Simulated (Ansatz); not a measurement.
# ZrB2: strong compression

An exercise on one series of results from a longer session: the logs are not shown, and one member is left open.

Computed with Ansatz 0.2.0 (DFT, LDA, PAW with Ansatz's default frozen-core files, scalar-relativistic, unless a step's input says otherwise).

## The structure to begin with

The structure is hexagonal, space group P6/mmm (No. 191). Conventional cell: a = 3.168 Å, b = 3.168 Å, c = 3.552 Å, α = 90.00°, β = 90.00°, γ = 120.00°. Zr (site symmetry 6/mmm) is surrounded by 12 B at 2.55 Å. B (site symmetry -6m2) is surrounded by 3 B at 1.83 Å and 6 Zr at 2.55 Å.

Coordinates:

```xyz
3
Lattice="3.1675 0.0000 0.0000 -1.5838 2.7432 0.0000 0.0000 0.0000 3.5524" Properties=species:S:1:pos:R:3 pbc="T T T"
Zr    0.0000    0.0000    0.0000
B     0.0000    1.8288    1.7762
B     1.5838    0.9144    1.7762
```

Whether this phase is the stable one at these pressures isn't tested.

Atoms are numbered in the order of the input: Zr1, B2, B3.

The first run:

Contents of input.yaml:

```yaml
crystal:
  lattice:
    - [3.1675246616, 0.0, 0.0]
    - [-1.5837623308, 2.743156824, 0.0]
    - [0.0, 0.0, 3.55238806]
  atoms:
    - { symbol: Zr, position: [0.0, 0.0, 0.0] }
    - { symbol: B, position: [0.3333333333, 0.6666666667, 0.5] }
    - { symbol: B, position: [0.6666666667, 0.3333333333, 0.5] }
kpoints:
  mp_grid: { grid: [13, 13, 10] }
  band_path:
    path:
      - [0.0, 0.0, 0.0]
      - [0.5, 0.0, 0.0]
      - [0.3333333333, 0.3333333333, 0.0]
      - [0.0, 0.0, 0.0]
      - [0.0, 0.0, 0.5]
      - [0.5, 0.0, 0.5]
      - [0.3333333333, 0.3333333333, 0.5]
      - [0.0, 0.0, 0.5]
      - [0.5, 0.0, 0.5]
    npoints: 6
scf:
  occupations: { method: fermi_dirac, width: 0.05 }
hamiltonian:
  xc: lda
  pseudopotentials: { kind: paw }
output:
  forces: true
  stress: true
  eigenvalues: true
  efg: { contact_densities: true }
  populations: true
```

Command:

```
> ansatz run input.yaml --threads 1 --pin off --max-ram 3072MiB --backend cpu --events-out ev --progress --plain --runs-dir out
```

Steps of the session up to this table: Volume scaled by 1, PAW; Volume scaled by 0.8, PAW; Volume scaled by 0.5, PAW; Volume scaled by 0.45, PAW.

One table of the session follows, with a row left open; its other results are not shown here.

```
method  volume over the first  volume (Å³/atom)  pressure (GPa)
   PAW                      1            10.289           -9.59
   PAW                    0.8             8.231           68.11
   PAW                    0.5                 ?               ?
   PAW                   0.45             4.630          780.98
```

Estimate the missing values for PAW, 0.5.

The run gave: volume (Å³/atom): 5.144; pressure (GPa): 566.99. In the column «volume (Å³/atom)» it lies between PAW, 0.45 (4.630) and PAW, 0.8 (8.231).

Caveats from the session: Warnings in the runs' records: gradients without spin orbit.
